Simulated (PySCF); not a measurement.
# [La(H2CO)]3+: other functionals and bases at one geometry

One table from this session's results is given with a row withheld; the runs are named, their logs left out.

The runs use PySCF 2.14.0; several levels, as the steps say, no spin–orbit coupling.

1 further run of the same task is left out (for a known fault of the program).

## The starting structure

5 atoms, charge 3, spin multiplicity 1.

Bond lengths: La1–O2 2.215 Å, O2–C3 1.263 Å, C3–H4 1.112 Å, C3–H5 1.112 Å. Angles: La1–O2–C3 180.0°, O2–C3–H4 119.4°, O2–C3–H5 119.4°, H4–C3–H5 121.1°.

Geometry (Å):

```
La    0.0000    0.0000   -0.2991
O     0.0000    0.0000    1.9158
C     0.0000    0.0000    3.1784
H     0.9685    0.0000    3.7251
H    -0.9685    0.0000    3.7251
```

Formal oxidation states: La +3. The 4f shell is empty and lies in the core potential. An earlier session relaxed this geometry at PBE0, La lcecp-1-SVP with ECP46, O def2-SVP, C def2-SVP, H def2-SVP (singlet, point group C2v).

At PBE0 on the finer grid: E = -144.636158 Eh, HOMO -24.48 eV, LUMO -18.87 eV, Mulliken charge on La1 +2.52 e, largest force component 0.002 eV/Å. The large-core potential holds the 4f shell empty.

Levels to run: M06-L; r2SCAN; PBE0, TZVP. Hardware: 2 threads of Arm Neoverse V2, shared host.

The first run:

Input file run.py (the lines that set the calculation):

```python
mol = gto.M(atom='''
La     0.00000     0.00000    -0.29912
O      0.00000     0.00000     1.91578
C      0.00000     0.00000     3.17837
H      0.96854     0.00000     3.72506
H     -0.96854     0.00000     3.72506''',
    basis={'La': 'lcecp-1-SVP', 'O': 'def2-SVP', 'C': 'def2-SVP', 'H': 'def2-SVP'},
    ecp={'La': 'lcecp-1-SVP'},
    charge=3, spin=0)
mf = dft.RKS(mol, xc='M06L')
mf.grids.atom_grid = (75, 302)  # f atoms: unpruned, at least (60, 302)
mf = mf.density_fit()  # fitting sets: La AutoAux, O def2-universal-JKFIT, C def2-universal-JKFIT, H def2-universal-JKFIT
mf.conv_tol = 1e-08; mf.max_cycle = 55
mf.kernel(dm0)  # dm0: the density of the relaxed state
```

Run with:

```console
$ OMP_NUM_THREADS=2 python run.py
```

Steps of the session up to this table: M06-L; r2SCAN; PBE0, TZVP.

One table of the session follows, with a row left open; its other results are not shown here.

```
              level  HOMO (eV)  gap (eV)  charge on La1 (e)  dipole (D)  largest force component (eV/Å)
PBE0 (relaxed here)     -24.48      5.61               2.52        3.44                            0.00
              M06-L     -23.12      3.81               2.54        3.34                            0.54
             r2SCAN     -23.28      3.92               2.51        3.53                            0.30
         PBE0, TZVP          ?         ?                  ?           ?                               ?
```

Q: Estimate the row for PBE0, TZVP from the others.

**Answer.** HOMO (eV): -24.46; gap (eV): 5.66; charge on La1 (e): 2.57; dipole (D): 3.51; largest force component (eV/Å): 0.37. In the column «HOMO (eV)» it lies between PBE0 (relaxed here) (-24.48) and r2SCAN (-23.28).

The dipole of a charged species depends on the origin, so these sizes hold for this origin alone.

In one basis the HOMO–LUMO gap runs from 3.81 eV (M06-L) to 5.61 eV (PBE0). The largest leftover force, 0.54 eV/Å with M06-L, stands at a geometry relaxed at another level. With 4f in the core, its levels are missing from HOMO and gap, and its count is fixed, so no charge can pass from the ligands into it. Total energies of different levels can't be compared.
